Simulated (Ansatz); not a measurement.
## CH3BrMg, SMILES [CH3][Mg][Br]: an active-space calculation

Program: the Python package of Ansatz (0.2.0).

Contents of `ch3brmg.xyz`:
```text
6

C    -0.60930    0.48940   -0.44730
Mg    0.80470   -0.68750    0.56770
Br    2.49450   -2.11210    1.75960
H    -1.47860   -0.06880   -0.69300
H    -0.21910    0.91320   -1.42070
H    -0.95020    1.40180    0.18760
```

`cas.py`
```python
import ansatz

params = {
    "basis": "def2-SVP",
}


def main() -> None:
    molecule = ansatz.Crystal.molecule_from_extxyz("ch3brmg.xyz")

    base = (
        molecule.calculation()
        .basis(gaussian=params["basis"])
        .correlation(active_electrons=4, active_orbitals=4)
    )
    for method in [None, "sc_nevpt2"]:
        r = (base if method is None else base.correlation(method)).run(threads=1, pin="off").report
        space = r["configurations"]
        state = space["states"][0]
        print(method or "casscf", f"total {r['free_energy_ev'] / 27.211386246:.6f} Ha, active-space state {state['energy']['hartree']:.6f} Ha, mean field {r['reference_energy_ev'] / 27.211386246:.6f} Ha")
        print("  determinants", state["n_determinants"], " natural occupations", [round(n, 3) for n in space["natural_occupations"]])
    print("effectively unpaired electrons, sum of min(n, 2 - n):", round(sum(min(n, 2 - n) for n in space["natural_occupations"]), 3))


if __name__ == "__main__":
    main()
```

```console
$ python cas.py
casscf total -2811.331176 Ha, active-space state -2811.331176 Ha, mean field -2811.293289 Ha
  determinants 36  natural occupations [1.976, 1.969, 0.031, 0.024]
RunWarning: the results are in doubt because another end's mean lies 0.062 eV lower, and its corrected mean 0.023 eV higher
sc_nevpt2 total -2811.707806 Ha, active-space state -2811.328900 Ha, mean field -2811.293289 Ha
  determinants 36  natural occupations [1.98, 1.977, 0.022, 0.02]
effectively unpaired electrons, sum of min(n, 2 - n): 0.085
```
(Warnings from the package without file and line.)

Reading the output:
- Total energies depend on the basis set; only differences at equal settings carry meaning.
- The geometry is a force-field or estimated start, not a minimum of this method, and the basis set is short of its limit. The active space starts as a window about the frontier orbitals and is then optimised, not chosen by chemistry.
- A lower CASSCF solution was found and passed over, so the printed active-space state isn't the lowest.
- Run time: 23 s on 1 thread of Arm Neoverse V1, on a shared host, peak memory 0.25 GiB.

(Lines on the test bed's own set-up are left out of the output.)
